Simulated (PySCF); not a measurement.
**Al²⁺: dipole response in aug-cc-pCVTZ-DK**

Aim: the static polarisability and the C₆ coefficient of Al²⁺, method by method.

The numbers are computed with PySCF 2.14.0 (unrestricted determinants in a Gaussian basis, no spin-orbit coupling in the energies), except any that are marked as measured or tabulated.

## Step 1: What is computed

```
Element     : aluminium (Z = 13)
Basis       : aug-cc-pCVTZ-DK
Hamiltonian : scalar relativity by spin-free X2C-1e
State 1     : Al²⁺: [Ne] 3s1, 2S determinant
Methods     : UHF, PBE, PBE0, revPBE, TPSSh
```

The outer shells:

Al2+ [Ne] 3s1
```
[Ne] core
3s [↑ ]
```

The runs were made by one driver on top of PySCF. The scripts below sum up each run's settings (the driver also hands on starting orbitals that pick excited configurations, and frozen orbitals as a list rather than a count), and the logs come from the driver's own runs. The driver starts from symmetry-adapted Hartree-Fock orbitals, holds the occupation by maximum overlap and uses a logarithmic radial grid for functionals, so a plain start would take other cycles.

The integrals over 75 functions and the set-up took 0.22 s of CPU time.

## Step 2: Al²⁺, method by method

UHF:

File input.py:

```python
from pyscf import gto, scf, dft, mp, cc
import basis_set_exchange as bse
mol = gto.M(atom="Al 0 0 0", charge=2, spin=1, symmetry="D2h",
            basis=gto.basis.parse(bse.get_basis("aug-cc-pCVTZ-DK", elements=["Al"], fmt="nwchem")),
            nucmod="G")
mf = scf.UHF(mol).sfx2c1e()
mf.irrep_nelec = {'Ag': (3, 2), 'B1u': (1, 1), 'B2u': (1, 1), 'B3u': (1, 1)}
mf.kernel()
```

Output:

```text
damping factor = 0
level_shift factor = 0
DIIS = <class 'pyscf.scf.diis.CDIIS'>
diis_start_cycle = 1
diis_space = 10
diis_damp = 0
SCF conv_tol = 1e-09
SCF conv_tol_grad = None
number electrons alpha = 6  beta = 5
cycle= 1 E= -241.464208850307  delta_E= -6.95e-10  |g|= 6.38e-06  |ddm|= 0.000421
converged SCF energy = -241.464208850307  <S^2> = 0.75004672  2S+1 = 2.0000467
```

It used 3.2 s of CPU time after the integrals (shared host).

Orbital energies by shell (radii are means over both spins):

```csv
shell,electrons,mean orbital energy (eV),spread (eV),rms radius (bohr)
1s α,1,-1616.1,0,0.139
1s β,1,-1615.8,0,0.139
2s α,1,-154.70,0,0.675
2s β,1,-153.94,0,0.675
2p α,3,-107.98,0,0.672
2p β,3,-107.69,0,0.672
3s α,1,-28.110,0,2.38
```

⟨S²⟩ = 0.750, ⟨L²⟩ = 0.00.

The driver then solved the coupled dipole response at imaginary frequencies: mean α = 15.20 bohr³, C₆ = 43.03 au for a like pair.

PBE:

Changes to input.py:

```diff
@@ -5,3 +5,3 @@
             nucmod="G")
-mf = scf.UHF(mol).sfx2c1e()
+mf = dft.UKS(mol, xc="PBE").sfx2c1e()
 mf.irrep_nelec = {'Ag': (3, 2), 'B1u': (1, 1), 'B2u': (1, 1), 'B3u': (1, 1)}
```

Output:

```text
damping factor = 0
level_shift factor = 0
DIIS = <class 'pyscf.scf.diis.CDIIS'>
diis_start_cycle = 1
diis_space = 10
diis_damp = 0
SCF conv_tol = 1e-09
SCF conv_tol_grad = None
number electrons alpha = 6  beta = 5
XC functionals = PBE
    J. P. Perdew, K. Burke, and M. Ernzerhof.,  Phys. Rev. Lett. 77, 3865 (1996)
    J. P. Perdew, K. Burke, and M. Ernzerhof.,  Phys. Rev. Lett. 78, 1396 (1997)
    J. P. Perdew, K. Burke, and M. Ernzerhof.,  Phys. Rev. Lett. 77, 3865 (1996)
    J. P. Perdew, K. Burke, and M. Ernzerhof.,  Phys. Rev. Lett. 78, 1396 (1997)
cycle= 1 E= -241.761726281979  delta_E= -0.00673  |g|= 0.0209  |ddm|= 0.307
cycle= 2 E= -241.761766273341  delta_E= -4e-05  |g|= 0.0149  |ddm|= 0.0609
cycle= 3 E= -241.761788442913  delta_E= -2.22e-05  |g|= 0.000492  |ddm|= 0.00781
cycle= 4 E= -241.761788478556  delta_E= -3.56e-08  |g|= 1.96e-05  |ddm|= 0.000639
cycle= 5 E= -241.761788478613  delta_E= -5.73e-11  |g|= 7.52e-07  |ddm|= 0.00011
converged SCF energy = -241.761788478613  <S^2> = 0.75003274  2S+1 = 2.0000327
```

CPU time 3 s on a shared host, the integrals not counted.

The driver then solved the coupled dipole response at imaginary frequencies: mean α = 13.41 bohr³, C₆ = 35.72 au for a like pair.

PBE0:

Changes to input.py:

```diff
@@ -5,3 +5,3 @@
             nucmod="G")
-mf = dft.UKS(mol, xc="PBE").sfx2c1e()
+mf = dft.UKS(mol, xc="PBE0").sfx2c1e()
 mf.irrep_nelec = {'Ag': (3, 2), 'B1u': (1, 1), 'B2u': (1, 1), 'B3u': (1, 1)}
```

Output:

```text
damping factor = 0
level_shift factor = 0
DIIS = <class 'pyscf.scf.diis.CDIIS'>
diis_start_cycle = 1
diis_space = 10
diis_damp = 0
SCF conv_tol = 1e-09
SCF conv_tol_grad = None
number electrons alpha = 6  beta = 5
XC functionals = PBE0
    C. Adamo and V. Barone.,  J. Chem. Phys. 110, 6158 (1999)
    M. Ernzerhof and G. E. Scuseria.,  J. Chem. Phys. 110, 5029 (1999)
cycle= 1 E= -241.784109742704  delta_E= -0.00346  |g|= 0.0105  |ddm|= 0.212
cycle= 2 E= -241.784126510154  delta_E= -1.68e-05  |g|= 0.0054  |ddm|= 0.0438
cycle= 3 E= -241.784129359185  delta_E= -2.85e-06  |g|= 0.000275  |ddm|= 0.00264
cycle= 4 E= -241.784129379109  delta_E= -1.99e-08  |g|= 3.11e-05  |ddm|= 0.00179
cycle= 5 E= -241.784129379343  delta_E= -2.35e-10  |g|= 8.41e-07  |ddm|= 0.000197
converged SCF energy = -241.784129379343  <S^2> = 0.75002846  2S+1 = 2.0000285
```

It used 5.5 s of CPU time after the integrals (shared host).

The driver then solved the coupled dipole response at imaginary frequencies: mean α = 13.95 bohr³, C₆ = 37.84 au for a like pair.

revPBE:

Changes to input.py:

```diff
@@ -5,3 +5,3 @@
             nucmod="G")
-mf = dft.UKS(mol, xc="PBE0").sfx2c1e()
+mf = dft.UKS(mol, xc="PBE_R,PBE").sfx2c1e()
 mf.irrep_nelec = {'Ag': (3, 2), 'B1u': (1, 1), 'B2u': (1, 1), 'B3u': (1, 1)}
```

Output:

```text
damping factor = 0
level_shift factor = 0
DIIS = <class 'pyscf.scf.diis.CDIIS'>
diis_start_cycle = 1
diis_space = 10
diis_damp = 0
SCF conv_tol = 1e-09
SCF conv_tol_grad = None
number electrons alpha = 6  beta = 5
XC functionals = PBE_R,PBE
    Y. Zhang and W. Yang.,  Phys. Rev. Lett. 80, 890 (1998)
    J. P. Perdew, K. Burke, and M. Ernzerhof.,  Phys. Rev. Lett. 77, 3865 (1996)
    J. P. Perdew, K. Burke, and M. Ernzerhof.,  Phys. Rev. Lett. 78, 1396 (1997)
cycle= 1 E= -241.851282951134  delta_E= -0.00554  |g|= 0.0191  |ddm|= 0.255
cycle= 2 E= -241.851318763974  delta_E= -3.58e-05  |g|= 0.0135  |ddm|= 0.0647
cycle= 3 E= -241.851336966156  delta_E= -1.82e-05  |g|= 0.000459  |ddm|= 0.00649
cycle= 4 E= -241.851336999091  delta_E= -3.29e-08  |g|= 2.35e-05  |ddm|= 0.00128
cycle= 5 E= -241.851336999208  delta_E= -1.17e-10  |g|= 7.94e-07  |ddm|= 0.000209
converged SCF energy = -241.851336999208  <S^2> = 0.75002385  2S+1 = 2.0000239
```

CPU time 3 s on a shared host, the integrals not counted.

The driver then solved the coupled dipole response at imaginary frequencies: mean α = 13.93 bohr³, C₆ = 37.75 au for a like pair.

TPSSh:

Changes to input.py:

```diff
@@ -5,3 +5,3 @@
             nucmod="G")
-mf = dft.UKS(mol, xc="PBE_R,PBE").sfx2c1e()
+mf = dft.UKS(mol, xc="TPSSH").sfx2c1e()
 mf.irrep_nelec = {'Ag': (3, 2), 'B1u': (1, 1), 'B2u': (1, 1), 'B3u': (1, 1)}
```

Output:

```text
damping factor = 0
level_shift factor = 0
DIIS = <class 'pyscf.scf.diis.CDIIS'>
diis_start_cycle = 1
diis_space = 10
diis_damp = 0
SCF conv_tol = 1e-09
SCF conv_tol_grad = None
number electrons alpha = 6  beta = 5
XC functionals = TPSSH
    V. N. Staroverov, G. E. Scuseria, J. Tao, and J. P. Perdew.,  J. Chem. Phys. 119, 12129 (2003)
cycle= 1 E= -241.907605484364  delta_E= -0.00357  |g|= 0.00915  |ddm|= 0.176
cycle= 2 E= -241.907618409535  delta_E= -1.29e-05  |g|= 0.0046  |ddm|= 0.0476
cycle= 3 E= -241.907620593035  delta_E= -2.18e-06  |g|= 0.000586  |ddm|= 0.00313
cycle= 4 E= -241.907620630341  delta_E= -3.73e-08  |g|= 3.75e-05  |ddm|= 0.00229
cycle= 5 E= -241.907620630818  delta_E= -4.77e-10  |g|= 6.63e-07  |ddm|= 0.000437
converged SCF energy = -241.907620630818  <S^2> = 0.7500283  2S+1 = 2.0000283
```

It used 12 s of CPU time after the integrals (shared host).

The driver then solved the coupled dipole response at imaginary frequencies: mean α = 14.67 bohr³, C₆ = 40.90 au for a like pair.

Radial density 4πr²ρ of Al²⁺ at UHF:

```
r (bohr)   density  spin density
 0.00168    0.0557         0.000
 0.00283     0.147         0.000
 0.00475     0.383         0.001
 0.00800     0.970         0.003
  0.0135      2.34         0.007
  0.0226      5.13         0.014
  0.0381      9.66         0.025
  0.0640      14.0         0.031
   0.108      13.5         0.014
   0.181      8.96         0.000
   0.305      10.3         0.074
   0.512      12.4         0.085
   0.862      5.31         0.000
    1.45     0.903         0.401
    2.44     0.445         0.440
    4.10    0.0469         0.047
    6.90  0.000166         0.000
```

## Step 3: The response side by side

Al²⁺, in atomic units:

```csv
method,mean α,C₆ (like pair),S(−4)
UHF,15.20,43.03,260.7
PBE,13.41,35.72,204.7
PBE0,13.95,37.84,221.0
revPBE,13.93,37.75,220.6
TPSSh,14.67,40.90,243.2
```

α(iu) at TPSSh:

| u (hartree) | α(iu) (bohr³) |
| --- | --- |
| 0 | 14.67 |
| 0.0500 | 14.09 |
| 0.100 | 12.59 |
| 0.200 | 8.874 |
| 0.300 | 6.000 |
| 0.500 | 3.045 |
| 0.750 | 1.651 |
| 1.00 | 1.073 |
| 1.50 | 0.6133 |
| 2.00 | 0.4306 |
| 3.00 | 0.2738 |
| 5.00 | 0.1564 |

## Step 4: Results

| quantity | value |
| --- | --- |
| α of Al²⁺ | 13.41 (PBE) to 15.20 (UHF) bohr³ |

**Reading.** A single London oscillator with the computed α and C₆ of Al²⁺ at UHF would have ω = 4 C₆ / (3 α²) = 0.248 hartree. All values hold for this basis alone; no basis-set limit was taken.
